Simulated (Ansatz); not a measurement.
# SiGe5: the cost of one run

Method: DFT PBE, scalar-relativistic, plane waves, PAW, in Ansatz 0.2.0.

## (1) The starting structure

Symmetry: I4/mmm, No. 139, tetragonal system. The conventional cell has a = 6.815 Å, b = 6.815 Å, c = 5.493 Å, α = 90.00°, β = 90.00°, γ = 90.00°. Si (site symmetry 4/mmm) has 10 Ge at 2.75 to 2.77 Å in its first shell of neighbours. Around Ge (site symmetry 2/m) lie 4 Ge at 2.75 to 2.77 Å and 2 Si at 2.77 Å. Ge (site symmetry 4/mmm) has 2 Si at 2.75 Å and 8 Ge at 2.77 Å in its first shell of neighbours.

As a file:

```
Si Ge
1.0
    -3.40729    3.40729    2.74643
     3.40729   -3.40729    2.74643
     3.40729    3.40729   -2.74643
Si Ge
1 5
Cartesian
  0.0000 0.0000 2.7464
  1.7036 1.7036 -1.3732
  1.7036 1.7036 1.3732
  1.7036 -1.7036 1.3732
  -1.7036 1.7036 1.3732
  0.0000 0.0000 0.0000
```

A structure generator made this guess: random cell by space group and Wyckoff sites (I4/mmm, No. 139). Lengths come from tabulated atomic sizes and are only a guess.

## (2) A first look at the guess

Input file input.yaml:

```yaml
crystal:
  lattice:
    - [-3.40729411, 3.40729411, 2.74642701]
    - [3.40729411, -3.40729411, 2.74642701]
    - [3.40729411, 3.40729411, -2.74642701]
  atoms:
    - { symbol: Si, position: [0.5, 0.5, 0.0] }
    - { symbol: Ge, position: [0.0, 0.0, 0.5] }
    - { symbol: Ge, position: [0.5, 0.5, 0.5] }
    - { symbol: Ge, position: [0.0, 0.5, 0.0] }
    - { symbol: Ge, position: [0.5, 0.0, 0.0] }
    - { symbol: Ge, position: [0.0, 0.0, 0.0] }
basis:
  ecutwfc: 420
kpoints:
  mp_grid: { grid: [4, 4, 4] }
hamiltonian:
  xc: pbe
scf:
  occupations: { method: gaussian, width: 0.1 }
  lower_state_search: "off"
output:
  forces: true
  stress: true
  eigenvalues: true
```

On the command line:

```
$ ansatz run input.yaml --threads 1 --pin off --max-ram 2560MiB --backend cpu --events-out ev --progress --plain --runs-dir out
```

Q: Estimate wall time and peak memory on 1 thread of Arm Neoverse V1, shared host.

About 5.1 s, with a peak of 0.38 GiB.
